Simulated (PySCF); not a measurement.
# C₂H₆O₂SSi: magnetic properties

Computed with PySCF 2.14.0 and routines of our own; the level stands in each step. Atoms count from 0.

## (1) The starting structure

12 atoms, charge 0, multiplicity 1; geometry from: GFN2-xTB.

## (2) Relaxing the molecule at PBE0-D3(BJ)/def2-SVP

Job settings and geometry (Å):

```
{"job": {"xc": "PBE0", "basis": "def2-SVP", "d3": "d3bj", "grid": 1, "kind": "geom"}, "charge": 0, "multiplicity": 1}
S      2.898009     0.445282     0.858192
Si     1.009551     0.832847    -0.033623
O     -0.276405     0.927142     0.970644
C     -1.267820    -0.004421     0.638712
C     -0.858372    -0.683427    -0.685203
O      0.514755    -0.488515    -0.861337
H      2.900734    -0.867938     0.677047
H      1.092111     2.037465    -0.835058
H     -1.341882    -0.734543     1.450417
H     -2.221988     0.516993     0.537278
H     -1.388789    -0.225371    -1.525358
H     -1.058705    -1.756200    -0.673608
```

On the command line:

```sh
$ OMP_NUM_THREADS=1 python excited_run.py task.json out
```

One launch serves the whole session: the jobs run in the order shown.

Q: Estimate the wall time and peak memory of this first job on 1 thread of Intel Xeon Platinum 8259CL at 2.50GHz, shared host.

About 55 s, with a peak of 0.54 GiB.
